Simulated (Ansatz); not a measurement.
Runs of Ansatz 0.2.0 on Li. It takes space group P4/mmm (No. 123, tetragonal). Conventional cell: a = 5.334 Å, b = 5.334 Å, c = 2.803 Å, α = 90.00°, β = 90.00°, γ = 90.00°. Li (site symmetry mmm) is surrounded by 4 Li at 2.67 to 2.80 Å. Li (site symmetry 4/mmm) is surrounded by 6 Li at 2.67 to 2.80 Å. The cell was built by a generator and needn't be a form met in nature.

```csv
task,level,cell,cutoff (eV),target pressure (GPa),points for each segment of the path,gap on the mesh (eV),pressure (GPa)
relaxation of cell and atoms,PBEsol,relaxed to 20 GPa,420,20,-,none,20.0
band structure,BLYP,as given,420,-,14,none,0.1
band structure,LDA,as given,420,-,14,none,(a)
band structure,PBEsol,as given,420,-,14,none,0.0
band structure,r2SCAN,as given,500,-,14,none,0.4
```

Alike in all rows: potentials or basis Ansatz PAW; no spin polarisation; k mesh 5 × 5 × 9; smearing fermi-dirac 0.05 eV.

Fill in the values left out.

(a) -0.5.

Caveats: the plane-wave basis is chosen anew once the cell has moved, so the energies of steps on either side of that aren't comparable (some runs); the potentials were made for another functional, which shifts forces and pressure (some runs); the PAW data sets were made with another functional, which shifts forces and pressure a little (some runs).

A gap of «none» marks a metal or a gap under the smearing width.

Runs at the PBE level aren't shown here.
